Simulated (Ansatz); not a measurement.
# SiGeH2 (singlet): wave-function methods side by side at distance Si1–H3 = 1.361 Å, cc-pVDZ

The task here is to estimate one member of a computed series from the others.

The runs use Ansatz 0.2.0, Gaussian basis; cc-pVDZ, core rule «outside noble gas», up to 19 orbitals frozen.

Plan: UHF; CCSD(T) on RHF; CCSD(T) on UHF; BCCD(T) on RHF; CISD; CCSDT(Q) on RHF; CCSDT(Q) on UHF; CASSCF and MRCISD+Q, 2 electrons in 2 orbitals; CASSCF and NEVPT2, 2 electrons in 2 orbitals; CASSCF and MRCISD+Q, 10 electrons in 10 orbitals; CASSCF and NEVPT2, 10 electrons in 10 orbitals.

19 further runs of the same task are left out: 2 for a mislabelled method, 11 that didn't finish, 6 set aside as unsound or not needed.

## The geometry

The geometry derives from a PBE0/def2-TZVP stationary point (not a proven minimum). One bond is set to the value named and the two fragments are kept rigid. No spin-orbit coupling is included. The filled d shell of Ge may be among the frozen orbitals whatever the setting's name suggests; the logs give the count.

4 atoms, charge 0, spin multiplicity 1.

Atoms are counted from 1 here; the program's logs count them from 0.

Bond lengths: Si1–Ge2 2.167 Å, Si1–H3 1.361 Å, Si1–H4 1.620 Å, Ge2–H4 1.851 Å. Angles: Ge2–Si1–H3 163.0°, Ge2–Si1–H4 56.3°, H3–Si1–H4 106.7°, Si1–Ge2–H4 46.8°, Si1–H4–Ge2 76.9°.

The first run:

File in.yaml:

```yaml
crystal:
  periodic: [false, false, false]
  atoms:
    - {symbol: Si, position_ang: [0.000000, 0.074243, 1.526176]}
    - {symbol: Ge, position_ang: [0.000000, -0.006776, -0.638930]}
    - {symbol: H, position_ang: [0.000000, -0.273922, 2.841890]}
    - {symbol: H, position_ang: [0.000000, -1.306465, 0.678582]}
basis:
  gaussian: {orbitals: cc-pVDZ}
magnetization: {spin_polarized: true, initial_magnetization: 0}
hamiltonian: {xc: hf}
output: {orbitals: {seedname: orbitals}}
```

Started as:

```console
ansatz run in.yaml --threads 1 --pin off --events-out ev --progress --plain --max-ram 2393MiB
```

Steps of the session up to this table: UHF; CCSD(T) on RHF; CCSD(T) on UHF; BCCD(T) on RHF; CISD; CCSDT(Q) on RHF; CCSDT(Q) on UHF; CASSCF and MRCISD+Q, 2 electrons in 2 orbitals; CASSCF and NEVPT2, 2 electrons in 2 orbitals; CASSCF and MRCISD+Q, 10 electrons in 10 orbitals; CASSCF and NEVPT2, 10 electrons in 10 orbitals.

One of the session's tables, all rows but one given; the rest of the session is left out.

```
          method  from RCCSDT(Q) (kJ/mol)
             RHF                   +598.8
             UHF                   +590.1
            RMP2                   +114.7
            CISD                    +86.0
           RCCSD                    +33.9
        RCCSD(T)                     +5.6
         BCCD(T)                     +5.6
          RCCSDT                     +2.5
       RCCSDT(Q)                        0
     CASSCF pair                        ?
     NEVPT2 pair                   +111.2
     MRCISD pair                    +71.1
   MRCISD+Q pair                     +9.6
  CASSCF valence                   +343.9
  NEVPT2 valence                    +85.2
  MRCISD valence                    +24.7
MRCISD+Q valence                     +0.3
```

**Question.** Estimate the row for CASSCF pair.

As computed: from RCCSDT(Q) (kJ/mol): +548.8. In the column «from RCCSDT(Q) (kJ/mol)» it lies between CASSCF valence (+343.9) and UHF (+590.1).

Not comparable, so not listed: CCSD(T) on UHF; CCSDT(Q) on UHF (they don't share determinant, frozen orbitals or solution with the rows shown, or repeat one).

Limits of these values: Warnings: restricted reference is unstable; spin contamination.
